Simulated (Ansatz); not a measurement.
## AlH5O2Si, SMILES [OH][Al]([OH])[SiH3]: a rigid scan of one bond angle, step by step

With Ansatz's Python interface.

Typed at the interpreter:
```pycon
>>> import ansatz as az
>>> from ase import Atoms
>>> BASIS = "def2-SVP"
>>> XC = "cam_b3lyp"
>>> FORCE_TOL = 0.02
>>> atoms = Atoms(["O", "Al", "O", "Si", "H", "H", "H", "H", "H"], positions=[
...     [-0.2903, 1.8776, -1.242],
...     [0.4285, 0.4825, -0.4152],
...     [2.208, 0.2096, -0.558],
...     [-0.8289, -0.9964, 0.8295],
...     [-0.5808, 1.5752, -2.1688],
...     [2.6216, 0.7174, 0.2237],
...     [-0.7631, -2.3556, 0.267],
...     [-2.2667, -0.5504, 0.7748],
...     [-0.4397, -1.0062, 2.272],
... ])
>>> first = (
...     az.Crystal.molecule_from_ase(atoms).calculation()
...     .basis(gaussian=BASIS)
...     .functional(XC)
...     .relax(force_tolerance=FORCE_TOL, max_steps=80)
... )
>>> atoms.positions = first.run(threads=1).report["positions_ang"]
>>> rows = []
>>> for angle in [85, 95, 105, 115, 125, 140, 160]:
...     bent = atoms.copy()
...     bent.set_angle(1, 2, 5, angle, indices=[5])
...     base = (
...         az.Crystal.molecule_from_ase(bent).calculation()
...         .basis(gaussian=BASIS)
...         .functional(XC)
...     )
...     rows.append((angle, base.run(threads=1).report["free_energy_ev"]))
...
>>> floor = min(e for _, e in rows)
>>> for angle, e in rows:
...     print(f"angle Al1-O2-H5 = {angle:3d} deg   {1000 * (e - floor):9.1f} meV")
...
angle Al1-O2-H5 =  85 deg       540.8 meV
angle Al1-O2-H5 =  95 deg       288.1 meV
angle Al1-O2-H5 = 105 deg       130.5 meV
angle Al1-O2-H5 = 115 deg        41.5 meV
angle Al1-O2-H5 = 125 deg         1.5 meV
angle Al1-O2-H5 = 140 deg         0.0 meV
angle Al1-O2-H5 = 160 deg        42.3 meV
```

What to keep in mind:
- These settings explore the input space; basis and method may be short of convergence.
- The scan is rigid, and the energies are electronic, in a modest basis. The zero is the lowest point of the grid, which needn't be the minimum.
- It ran for 56 s on 1 thread of Intel(R) Xeon(R) Platinum 8259CL CPU @ 2.50GHz (Skylake/Cascade Lake), with other jobs on the host, peak memory 0.29 GiB.
